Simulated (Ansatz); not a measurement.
# CCl2GaN: small, medium and large basis sets

How large a basis does CCl2GaN need? Two functionals are run in growing sets.

Computed with Ansatz 0.2.0, Gaussian basis. Level: one geometry, several basis sets.

Levels to be run: PBE0-D4/def2-SVP; ωB97M-V/def2-SVP; PBE0-D4/def2-QZVPP; ωB97M-V/def2-QZVPP; the functionals' def2-TZVPP values are taken from earlier runs.

## Step 1: The relaxed structure

The geometry comes from an earlier relaxation with PBE0-D4 in a triple-zeta def2 set; it is a stationary point.

SMILES `N#[C][Ga]([Cl])[Cl]`, 5 atoms, charge 0, spin multiplicity 1.

Atoms are counted from 1 here; the program's logs count them from 0.

Bond lengths: N1–C2 1.152 Å, C2–Ga3 1.918 Å, Ga3–Cl4 2.106 Å, Ga3–Cl5 2.106 Å. Angles: N1–C2–Ga3 180.0°, C2–Ga3–Cl4 119.8°, C2–Ga3–Cl5 119.8°, Cl4–Ga3–Cl5 120.5°.

## Step 2: PBE0-D4 in def2-SVP

in.yaml

```yaml
crystal:
  periodic: [false, false, false]
  atoms:
    - {symbol: N, position_ang: [0.909640, -1.318096, 1.914048]}
    - {symbol: C, position_ang: [0.493474, -0.715037, 1.025177]}
    - {symbol: Ga, position_ang: [-0.199427, 0.288682, -0.455699]}
    - {symbol: Cl, position_ang: [-1.735452, -0.526194, -1.643171]}
    - {symbol: Cl, position_ang: [0.581666, 2.197045, -0.881755]}
basis:
  gaussian: {orbitals: def2-SVP}
hamiltonian: {xc: pbe0, dispersion: d4}
output: {orbitals: {seedname: orbitals}}
```

Further steps of the session: ωB97M-V in def2-SVP; PBE0-D4 in def2-QZVPP; ωB97M-V in def2-QZVPP.

**Question.** What will the summary of the whole plan be? Wanted: PBE0-D4: double and triple zeta above quadruple; ωB97M-V: double and triple zeta above quadruple.

The runs gave:

| quantity | value |
| --- | --- |
| PBE0-D4: double and triple zeta above quadruple | 20.26, 2.03 eV |
| ωB97M-V: double and triple zeta above quadruple | 20.10, 1.94 eV |

In words: For PBE0-D4 the step from double to triple zeta gains 18.23 eV and the next only 2.03 eV. These are total energies; as a rule much of such shifts cancels in differences, which this series doesn't test.
